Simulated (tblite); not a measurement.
# CH9NO3Si4: the cost of one run

Computed with tblite 0.8.0 and PySCF 2.14.0, with density-fitted response routines of our own, on a single molecule in the gas phase. Atoms are numbered from 0 throughout.

**1. The starting structure**

18 atoms, charge 0, multiplicity 1; geometry from: force field or distance geometry start.

Bonds of the start (Å): N0–C1 1.17, C1–Si2 1.88, Si2–O3 1.67, O3–Si4 1.64, Si4–O5 1.65, O5–Si6 1.66, Si4–O7 1.64, O7–Si8 1.65, Si2–H9 1.48, Si2–H10 1.48, Si4–H11 1.47, Si6–H12 1.49, Si6–H13 1.48, Si6–H14 1.48, Si8–H15 1.48, Si8–H16 1.48, Si8–H17 1.48.

**2. Geometry optimisation with GFN2-xTB**

What the job is given:

```
{"job": {"kind": "relax", "xc": "GFN2-xTB", "basis": "xTB"}, "charge": 0, "multiplicity": 1}
N      4.269900     0.166800    -0.143300
C      3.436500    -0.634900     0.002600
Si     2.107900    -1.934300     0.288400
O      0.557100    -1.393100    -0.035200
Si    -0.294000     0.000000     0.162900
O      0.360000     1.170100    -0.799900
Si     0.304900     2.815100    -0.973800
O     -1.867200    -0.232800    -0.231400
Si    -3.193500    -1.016700     0.370300
H      2.342600    -3.134400    -0.548800
H      2.125100    -2.406000     1.692800
H     -0.202100     0.416300     1.572100
H      0.786800     3.457600     0.283300
H     -1.091400     3.236000    -1.216800
H      1.144200     3.234000    -2.114800
H     -4.349100    -0.828900    -0.538600
H     -2.907400    -2.456900     0.522100
H     -3.539100    -0.451600     1.696600
```

The run is started by

```bash
$ OMP_NUM_THREADS=1 python probes_run.py task.json out
```

This one command runs all jobs of the session in turn.

**Question.** How long does this first job take on 1 thread of Arm Neoverse N1, shared host?

About 4.4 s.
